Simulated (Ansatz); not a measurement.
# AlGaHS (quartet): from Hartree-Fock to the top rungs, cc-pVDZ

The task here is to estimate one member of a computed series from the others.

Method: cc-pVDZ, core rule «outside noble gas», up to 24 orbitals frozen; program: Ansatz 0.2.0, Gaussian basis.

To be run: UHF; CCSD(T) on ROHF; CCSD(T) on UHF; BCCD(T) on ROHF; CISD as a restricted active space (open shells left free, so some higher excitations enter); CCSDT(Q) on ROHF; CCSDT(Q) on UHF.

24 further runs of the same task are left out: 1 for a known fault of the program, 11 that didn't finish, 12 set aside as unsound or not needed. Runs told in other sessions of the task aren't counted.

## The geometry

The geometry is a PBE0/def2-TZVP stationary point (not a proven minimum). No spin-orbit coupling is included. The filled d shell of Ga may be among the frozen orbitals whatever the setting's name suggests.

4 atoms, charge 0, spin multiplicity 4.

Atoms are counted from 1 here; the program's logs count them from 0.

Bond lengths: Al1–Ga2 2.388 Å, Al1–H4 1.591 Å, Ga2–S3 2.231 Å. Angles: Ga2–Al1–H4 125.8°, Al1–Ga2–S3 161.3°.

Geometry (Å):

```xyz
4
AlGaHS
Al    0.0000    0.2721    2.3784
Ga    0.0000   -0.1638    0.0304
S     0.0000    0.1532   -2.1783
H     0.0000   -0.8269    3.5288
```

The first run:

The input, in.yaml:

```yaml
crystal:
  periodic: [false, false, false]
  atoms:
    - {symbol: Al, position_ang: [0.000000, 0.272123, 2.378415]}
    - {symbol: Ga, position_ang: [0.000000, -0.163830, 0.030369]}
    - {symbol: S, position_ang: [0.000000, 0.153246, -2.178311]}
    - {symbol: H, position_ang: [0.000000, -0.826862, 3.528768]}
basis:
  gaussian: {orbitals: cc-pVDZ}
magnetization: {spin_polarized: true, initial_magnetization: 3}
hamiltonian: {xc: hf}
output: {orbitals: {seedname: orbitals}}
```

Launch:

```
$ ansatz run in.yaml --threads 1 --pin off --events-out ev --progress --plain --max-ram 2393MiB
```

Among the steps run: UHF; CCSD(T) on ROHF; CCSD(T) on UHF; BCCD(T) on ROHF; CISD as a restricted active space (open shells left free, so some higher excitations enter); CCSDT(Q) on ROHF; CCSDT(Q) on UHF.

One of the session's tables, all rows but one given; the rest of the session is left out.

```
   method  from UCCSDT(Q) (kJ/mol)
     ROHF                   +654.4
      UHF                   +634.1
     RMP2                   +131.2
     UMP2                   +133.3
    RCCSD                    +27.7
    UCCSD                    +26.9
 RCCSD(T)                        ?
 UCCSD(T)                     +6.7
  BCCD(T)                     +6.8
   RCCSDT                     +2.0
   UCCSDT                     +1.7
RCCSDT(Q)                     +0.4
UCCSDT(Q)                        0
```

Estimate the missing values for RCCSD(T).

**Answer.** from UCCSDT(Q) (kJ/mol): +6.9. In the column «from UCCSDT(Q) (kJ/mol)» it lies between BCCD(T) (+6.8) and UCCSD (+26.9).

Not comparable, so not listed: CISD as a restricted active space (open shells left free, so some higher excitations enter) (they don't share determinant, frozen orbitals or solution with the rows shown, or repeat one).

To keep in mind: Restricted and unrestricted rows rest on different reference determinants; a gap between their highest levels can come from leftover correlation error, from unlike frozen cores or from another state.
